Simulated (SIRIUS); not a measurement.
## Na: equation of state with PBEsol

Na:

```
Na
1.0
    -2.14100    2.14100    2.14100
     2.14100   -2.14100    2.14100
     2.14100    2.14100   -2.14100
Na
1
Direct
  0.00000 0.00000 0.00000
```

| Property | Result |
| --- | --- |
| Program | SIRIUS 7.12.0 |
| Task | equation of state |
| Functional | PBEsol |
| Potentials or basis | all-electron FP-LAPW |
| Cutoff | 158 eV |
| Basis | apw+lo standard |
| k mesh | 9 × 9 × 9 |
| Occupations | fermi-dirac, width 0.05 eV |
| Spin | no spin polarisation |

The equilibrium volume is 36.02 Å³/atom (rough: see the caveat) and the bulk modulus is 7.2 GPa (rough).

Energy against volume, from the lowest point:
```csv
volume (Å³/atom),energy (meV/atom)
36.901,0.00
37.686,1.18
38.471,3.02
39.256,5.36
40.041,8.42
40.827,11.92
41.612,15.88
```

All runs of the series together: 2 min on 1 thread of Arm Neoverse V1, on a shared host.

Caveat: the minimum lies outside the volumes run; the fit is doubtful: noisy points or a state that changes with volume.
